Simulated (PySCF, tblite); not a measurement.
# C3H8FOSi2 radical: geometry, infrared bands and EPR parameters

What infrared bands and EPR parameters should C3H8FOSi2 radical (`CO[C@@H]1[SiH][C@@H](F)[SiH2]1`) show?

Computed with tblite 0.8.0 and PySCF 2.14.0, with density-fitted response routines of our own, on a single molecule in the gas phase. Atoms count from 0, in the outputs and in this text.

## (1) The starting structure

15 atoms, charge 0, multiplicity 2; geometry from: force field or distance geometry start.

Bonds of the start (Å): C0–O1 1.38, O1–C2 1.38, C2–Si3 1.86, Si3–C4 1.86, C4–F5 1.39, C4–Si6 1.89, Si6–C2 1.89, C0–H7 1.11, C0–H8 1.11, C0–H9 1.12, C2–H10 1.11, Si3–H11 1.49, C4–H12 1.10, Si6–H13 1.45, Si6–H14 1.46.

## (2) Optimising the geometry with GFN2-xTB

Job settings and geometry (Å):

```
{"job": {"kind": "relax", "xc": "GFN2-xTB", "basis": "xTB"}, "charge": 0, "multiplicity": 2}
C     -2.464400    -0.603300    -0.018300
O     -1.392000     0.082000     0.519100
C     -0.182600    -0.283900    -0.037400
Si     1.121300    -0.638000     1.237000
C      2.325200    -0.001700    -0.023700
F      2.517600    -0.920200    -1.046400
Si     0.926500     1.166300    -0.529000
H     -3.385100    -0.250400     0.499200
H     -2.369900    -1.695100     0.143500
H     -2.588600    -0.366900    -1.104700
H     -0.243100    -1.046900    -0.845900
H      0.925700     0.325400     2.355900
H      3.222400     0.492000     0.370900
H      0.732000     2.261300     0.408200
H      0.850600     1.487300    -1.950400
```

Launch:

```
OMP_NUM_THREADS=1 python probes_run.py task.json out
```

The driver reads the jobs from task.json and runs them one after another.

**Question.** This job is followed by: GFN2-xTB harmonic vibrations, gas phase; UKS B3LYP, pcH-1 on C F H O Si, non-relativistic, mean-field spin-orbit, GIAO. Predict these results of the whole session: strongest single infrared mode (GFN2-xTB); zero-point energy (GFN2-xTB); g(iso) (B3LYP); ⟨S²⟩; largest a(iso) (averaged by class); surface potential, 1st and 99th percentile.

As calculated:

| quantity | value |
| --- | --- |
| strongest single infrared mode (GFN2-xTB) | 2163 cm⁻¹, 354 km/mol |
| zero-point energy (GFN2-xTB) | 62.4 kcal/mol |
| g(iso) (B3LYP) | 2.00310 |
| ⟨S²⟩ | 0.752 (exact 0.75) |
| largest a(iso) (averaged by class) | 29Si on Si3, -393.9 MHz |
| surface potential, 1st and 99th percentile | -1.21 V and 1.25 V |

In words: The optimisation took 135 steps and gained 0.812 eV; among the close pairs (by a distance rule), C2–Si3 changed most, from 1.857 to 1.954 Å. No mode is imaginary among the 39: a minimum at this level. The strongest single mode, at 2163 cm⁻¹, moves mainly H11. Unscaled tight-binding wavenumbers are off by several per cent, some by more. Its intensities can rank the bands wrongly. Si3 carries the largest spin population, 0.84 e. The isotropic g lies 0.8 ppt above the free-electron value.
